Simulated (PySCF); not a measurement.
# The bond of SnO, level by level

One table from this session's results is given with a row withheld; the runs are named, their logs left out.

Method: Sn def2-SVPD with ECP28, O def2-SVPD, scalar-relativistic core potentials; program: PySCF 2.14.0.

Set-up of the first run:

A driver script around PySCF takes these settings:

```
atoms                         : Sn, O
charge                        : 0
basis                         : Sn def2-SVPD with ECP28, O def2-SVPD
Hamiltonian                   : scalar-relativistic core potentials
basis functions               : 55
electrons treated             : 30
masses in u                   : 119.9022, 15.9949
levels                        : PBE0, PBE, r²SCAN, BP86, LDA, r²SCAN0, ωB97X, HF, MP2, SCS-MP2, CCSD, CCSD(T)
grid                          : 80 radial by 434 angular points
occupations                   : held fixed by the projection of orbital angular momentum
dissociation limit            : Sn + O, each in its ground configuration
starting distance in angstrom : 1.950
values of 2S to try           : 0, 2, 4
```

The run is started by

```console
$ OMP_NUM_THREADS=1 python dia.py task.json out
```

Among the steps run: Input; PBE0 along the bond; Excited determinants; PBE; r²SCAN (meta-GGA); BP86; LDA; r²SCAN0 (hybrid meta-GGA); ωB97X (range-separated hybrid); RHF; Adding correlation.

One of the session's tables, all rows but one given; the rest of the session is left out.

It belongs to the step «The curves together». Energy (eV) from each level's lowest point:

| R (Å) | RHF | RHF-MP2 | RHF-SCS-MP2 | RHF-CCSD | RHF-CCSD(T) |
| --- | --- | --- | --- | --- | --- |
| 1.592 | 1.584 | 2.229 | 2.179 | n/a | n/a |
| 1.666 | 0.610 | 1.090 | 1.048 | 0.903 | 1.028 |
| 1.740 | 0.127 | 0.422 | 0.392 | 0.298 | 0.380 |
| 1.796 | ? | ? | ? | ? | ? |
| 1.851 | 0.024 | 0.018 | 0.007 | 0.000 | 0.005 |
| 1.907 | 0.163 | 0.000 | 0.000 | 0.039 | 0.000 |
| 1.981 | 0.480 | 0.107 | 0.122 | 0.222 | 0.119 |
| 2.073 | 1.016 | 0.397 | 0.428 | 0.595 | 0.400 |
| 2.184 | 1.770 | 0.932 | 0.973 | 1.162 | 0.844 |
| 2.332 | 2.806 | 2.094 | 2.092 | n/a | n/a |

Estimate the missing values for R (Å) = 1.796.

Worked estimate for «RHF». A straight line through the neighbours (1.740, 0.127) and (1.851, 0.024) gives 0.127 + (0.024 − 0.127) × (1.796 − 1.740) / (1.851 − 1.740) = 0.075; a parabola fitted to 4 rows on both sides gives -0.008.

As computed: RHF: 0.000; RHF-MP2: 0.148; RHF-SCS-MP2: 0.126; RHF-CCSD: 0.075; RHF-CCSD(T): 0.120. In «RHF» the line misses by +0.075 and the parabola by -0.008.
